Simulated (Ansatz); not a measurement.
# CH6BClSi2: one species, many methods

An exercise on one series of results from a longer session: the logs are not shown, and one member is left open.

The runs use Ansatz 0.2.0, Gaussian basis; functionals in def2-TZVPP, the program's frozen cores in correlated methods.

Plan: PBE-D4, r2SCAN-D4, PBE0-D4, B3LYP-D4, ωB97X-V, ωB97M-V, B2PLYP; CCSD(T)/def2-TZVPP; MP2/def2-QZVPP; extrapolation to the limit.

### The relaxed structure

An earlier PBE0-D4 in a triple-zeta def2 set relaxation fixed the geometry.

11 atoms, charge 0, spin multiplicity 1.

Atoms are counted from 1 here; the program's logs count them from 0.

Bond lengths: Cl1–B2 1.751 Å, B2–Si3 1.961 Å, B2–H6 1.193 Å, Si3–C4 1.906 Å, Si3–Si5 2.284 Å, Si3–H7 1.482 Å, C4–Si5 1.875 Å, C4–H8 1.088 Å, C4–H9 1.087 Å, Si5–H10 1.481 Å, Si5–H11 1.479 Å. Angles: Cl1–B2–Si3 118.7°, Cl1–B2–H6 116.7°, Si3–B2–H6 124.4°, B2–Si3–C4 116.9°, B2–Si3–Si5 108.2°, B2–Si3–H7 122.8°, C4–Si3–Si5 52.2°, C4–Si3–H7 117.2°, Si5–Si3–H7 118.5°, Si3–C4–Si5 74.3°, Si3–C4–H8 115.7°, Si3–C4–H9 115.2°, Si5–C4–H8 116.1°, Si5–C4–H9 118.3°, H8–C4–H9 112.3°, Si3–Si5–C4 53.5°, Si3–Si5–H10 121.0°, Si3–Si5–H11 120.4° and more.

As a file:

```xyz
11
charge 0, multiplicity 1
Cl   -2.7468   -0.4510   -0.3348
B    -1.8381    1.0162   -0.0416
Si    0.1135    0.9704   -0.2316
C     0.8806   -0.6524   -0.8715
Si    0.9071   -0.7824    0.9985
H    -2.4551    1.9609    0.3454
H     0.9397    2.1963   -0.3318
H     1.8481   -0.5561   -1.3589
H     0.2034   -1.2990   -1.4244
H     2.2410   -0.7231    1.6384
H    -0.0281   -1.7368    1.6330
```

The first run:

in.yaml reads:

```yaml
crystal:
  periodic: [false, false, false]
  atoms:
    - {symbol: Cl, position_ang: [-2.746806, -0.451035, -0.334752]}
    - {symbol: B, position_ang: [-1.838091, 1.016232, -0.041623]}
    - {symbol: Si, position_ang: [0.113505, 0.970390, -0.231646]}
    - {symbol: C, position_ang: [0.880607, -0.652423, -0.871479]}
    - {symbol: Si, position_ang: [0.907101, -0.782381, 0.998506]}
    - {symbol: H, position_ang: [-2.455107, 1.960918, 0.345409]}
    - {symbol: H, position_ang: [0.939747, 2.196277, -0.331769]}
    - {symbol: H, position_ang: [1.848088, -0.556065, -1.358905]}
    - {symbol: H, position_ang: [0.203382, -1.298981, -1.424444]}
    - {symbol: H, position_ang: [2.240962, -0.723054, 1.638366]}
    - {symbol: H, position_ang: [-0.028088, -1.736778, 1.633036]}
basis:
  gaussian: {orbitals: def2-TZVPP}
hamiltonian: {xc: pbe, dispersion: d4}
output: {forces: true, orbitals: {seedname: orbitals}}
```

On the command line:

```console
> ansatz run in.yaml --threads 4 --pin off --events-out ev --progress --plain --max-ram 10444MiB
```

Among the steps run: PBE-D4 (GGA); r2SCAN-D4 (meta-GGA); PBE0-D4 (hybrid); B3LYP-D4 (hybrid); ωB97X-V (range-separated); ωB97M-V (range-separated); B2PLYP (double hybrid); CCSD(T) in def2-TZVPP; MP2 in def2-QZVPP.

One table of the session follows, with a row left open; its other results are not shown here.

| method | atomisation energy (kJ/mol) |
| --- | --- |
| PBE-D4 | 3701.7 |
| r2SCAN-D4 | 3688.6 |
| PBE0-D4 | 3668.4 |
| B3LYP-D4 | 3640.9 |
| ωB97X-V | 3672.4 |
| ωB97M-V | 3660.5 |
| B2PLYP | 3593.8 |
| HF/def2-TZVPP | 2737.4 |
| MP2/def2-TZVPP | 3585.8 |
| CCSD/def2-TZVPP | 3489.2 |
| CCSD(T)/def2-TZVPP | 3545.4 |
| MP2/CBS | 3678.9 |
| CCSD(T)/CBS | ? |

Q: Estimate the row for CCSD(T)/CBS from the others.

**Answer.** atomisation energy (kJ/mol): 3638.5. In the column «atomisation energy (kJ/mol)» it lies between B2PLYP (3593.8) and B3LYP-D4 (3640.9).
